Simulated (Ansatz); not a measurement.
# Ca2YGaC6N6: the cost of one run

Method: DFT PBE, scalar-relativistic, plane waves, PAW, in Ansatz 0.2.0.

1 further run of the same task is left out (it didn't finish). Runs told in other sessions of the task aren't counted.

### 1 Starting point

Symmetry: Fm-3m, No. 225, cubic system. Conventional cell: a = 10.552 Å, b = 10.552 Å, c = 10.552 Å, α = 90.00°, β = 90.00°, γ = 90.00°. Ca (site symmetry -43m) has 12 N at 3.76 Å and 12 C at 3.80 Å in its first shell of neighbours. Y (site symmetry m-3m) has 6 N at 2.21 Å in its first shell of neighbours. Ga (site symmetry m-3m) has 6 C at 1.90 Å in its first shell of neighbours. Around C (site symmetry 4mm) lie 1 N at 1.17 Å and 1 Ga at 1.90 Å. Around N (site symmetry 4mm) lie 1 C at 1.17 Å.

Structure file:

```
Ca Y Ga C N
1.0
     0.00000    5.27600    5.27600
     5.27600    0.00000    5.27600
     5.27600    5.27600    0.00000
Ca Y Ga C N
2 1 1 6 6
Direct
  0.25000 0.25000 0.25000
  0.75000 0.75000 0.75000
  0.50000 0.50000 0.50000
  0.00000 0.00000 0.00000
  0.82032 0.17968 0.17968
  0.17968 0.82032 0.17968
  0.17968 0.17968 0.82032
  0.17968 0.82032 0.82032
  0.82032 0.17968 0.82032
  0.82032 0.82032 0.17968
  0.70944 0.29056 0.29056
  0.29056 0.70944 0.29056
  0.29056 0.29056 0.70944
  0.29056 0.70944 0.70944
  0.70944 0.29056 0.70944
  0.70944 0.70944 0.29056
```

Recipe of the guess: cyanide-bridged rock-salt net of two metals, 2 guest cations a cell (Fm-3m, No. 225). Its size is a rough estimate.

### 2 Probe: one point on a coarse mesh

Contents of input.yaml:

```yaml
crystal:
  lattice:
    - [0.0, 5.276, 5.276]
    - [5.276, 0.0, 5.276]
    - [5.276, 5.276, 0.0]
  atoms:
    - { symbol: Ca, position: [0.25, 0.25, 0.25] }
    - { symbol: Ca, position: [0.75, 0.75, 0.75] }
    - { symbol: "Y", position: [0.5, 0.5, 0.5] }
    - { symbol: Ga, position: [0.0, 0.0, 0.0] }
    - { symbol: C, position: [0.82031842, 0.17968158, 0.17968158] }
    - { symbol: C, position: [0.17968158, 0.82031842, 0.17968158] }
    - { symbol: C, position: [0.17968158, 0.17968158, 0.82031842] }
    - { symbol: C, position: [0.17968158, 0.82031842, 0.82031842] }
    - { symbol: C, position: [0.82031842, 0.17968158, 0.82031842] }
    - { symbol: C, position: [0.82031842, 0.82031842, 0.17968158] }
    - { symbol: "N", position: [0.70943897, 0.29056103, 0.29056103] }
    - { symbol: "N", position: [0.29056103, 0.70943897, 0.29056103] }
    - { symbol: "N", position: [0.29056103, 0.29056103, 0.70943897] }
    - { symbol: "N", position: [0.29056103, 0.70943897, 0.70943897] }
    - { symbol: "N", position: [0.70943897, 0.29056103, 0.70943897] }
    - { symbol: "N", position: [0.70943897, 0.70943897, 0.29056103] }
basis:
  ecutwfc: 420
kpoints:
  mp_grid: { grid: [4, 4, 4] }
hamiltonian:
  xc: pbe
scf:
  occupations: { method: gaussian, width: 0.1 }
  lower_state_search: "off"
output:
  forces: true
  stress: true
  eigenvalues: true
```

Started as:

```console
$ ansatz run input.yaml --threads 1 --pin off --max-ram 2560MiB --backend cpu --events-out ev --progress --plain --runs-dir out
```

What time and memory should one allow on 1 thread of Intel Xeon 6975P-C (Granite Rapids), shared host?

About 6.4 s, with a peak of 0.62 GiB.
